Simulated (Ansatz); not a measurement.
# CH₃BrF₂Ge: one species, many methods

The task here is to estimate one member of a computed series from the others.

The runs use Ansatz 0.2.0, Gaussian basis; functionals in def2-TZVPP, the program's frozen cores in correlated methods.

Plan: LDA (SPW92), PBE-D4, revPBE-D4, BLYP-D4, r2SCAN-D4, B97M-V, PBE0-D4, B3LYP-D4, r2SCANh-D4, r2SCAN0-D4, HSE06-D4, BHLYP-D4, CAM-B3LYP-D4, LC-ωPBE, ωB97X-V, ωB97M-V, B2PLYP, PBE-QIDH; CCSD(T)/def2-SVP; CCSD(T)/def2-TZVPP; MP2/def2-QZVPP; extrapolation to the limit; RPA on PBE.

### Structure used throughout

An earlier PBE0-D4 in a triple-zeta def2 set relaxation fixed the geometry.

SMILES `[CH3][Ge]([F])([F])[Br]`, 8 atoms, charge 0, spin multiplicity 1.

Atoms are counted from 1 here; the program's logs count them from 0.

Bond lengths: C1–Ge2 1.918 Å, C1–H6 1.089 Å, C1–H7 1.089 Å, C1–H8 1.090 Å, Ge2–F3 1.721 Å, Ge2–F4 1.721 Å, Ge2–Br5 2.274 Å. Angles: Ge2–C1–H6 109.3°, Ge2–C1–H7 109.3°, Ge2–C1–H8 108.7°, H6–C1–H7 109.7°, H6–C1–H8 109.9°, H7–C1–H8 109.9°, C1–Ge2–F3 111.0°, C1–Ge2–F4 111.0°, C1–Ge2–Br5 115.6°, F3–Ge2–F4 104.2°, F3–Ge2–Br5 107.2°, F4–Ge2–Br5 107.2°.

Coordinates:

```xyz
8
charge 0, multiplicity 1
C    -0.36236   -0.60050    0.84431
Ge    0.34218    0.38670   -0.64181
F     1.94579    0.92223   -0.32082
F     0.50320   -0.61909   -2.02883
Br   -0.86224    2.20987   -1.26980
H    -1.36243   -0.95617    0.59919
H    -0.40635    0.04752    1.71888
H     0.29431   -1.44765    1.04300
```

The first run:

in.yaml

```yaml
crystal:
  periodic: [false, false, false]
  atoms:
    - {symbol: C, position_ang: [-0.362361, -0.600501, 0.844308]}
    - {symbol: Ge, position_ang: [0.342176, 0.386703, -0.641809]}
    - {symbol: F, position_ang: [1.945792, 0.922227, -0.320824]}
    - {symbol: F, position_ang: [0.503200, -0.619094, -2.028835]}
    - {symbol: Br, position_ang: [-0.862236, 2.209865, -1.269804]}
    - {symbol: H, position_ang: [-1.362427, -0.956175, 0.599191]}
    - {symbol: H, position_ang: [-0.406350, 0.047521, 1.718877]}
    - {symbol: H, position_ang: [0.294307, -1.447646, 1.042996]}
basis:
  gaussian: {orbitals: def2-TZVPP}
hamiltonian: {xc: lda}
output: {orbitals: {seedname: orbitals}}
```

Steps of the session up to this table: LDA; PBE-D4 (GGA); revPBE-D4 (GGA); BLYP-D4 (GGA); r2SCAN-D4 (meta-GGA); B97M-V (meta-GGA); PBE0-D4 (hybrid); B3LYP-D4 (hybrid); r2SCANh-D4 (hybrid); r2SCAN0-D4 (hybrid); HSE06-D4 (hybrid); BHLYP-D4 (hybrid); CAM-B3LYP-D4 (range-separated); LC-ωPBE-D4 (range-separated; the results give it without D4); ωB97X-V (range-separated); ωB97M-V (range-separated); B2PLYP (double hybrid); PBE-QIDH (double hybrid).

One table of the session follows, with a row left open; its other results are not shown here.

It belongs to the step «Frontier levels by functional». 

```
  functional  HOMO (eV)  gap (eV)
 LDA (SPW92)      -7.83      5.73
      PBE-D4      -7.65      5.89
   revPBE-D4      -7.59      5.95
     BLYP-D4      -7.48      5.74
   r2SCAN-D4      -8.01      6.57
      B97M-V      -8.08      6.70
     PBE0-D4      -9.00      8.24
    B3LYP-D4      -8.72      7.61
  r2SCANh-D4      -8.50      7.41
  r2SCAN0-D4      -9.23      8.67
    HSE06-D4          ?         ?
    BHLYP-D4     -10.17     10.41
CAM-B3LYP-D4     -10.34     10.58
     LC-ωPBE     -11.76     13.31
     ωB97X-V     -11.38     12.82
     ωB97M-V     -11.23     12.47
```

**Question.** Estimate the row for HSE06-D4.

The run gave: HOMO (eV): -8.59; gap (eV): 7.46. In the column «HOMO (eV)» it lies between B3LYP-D4 (-8.72) and r2SCANh-D4 (-8.50).
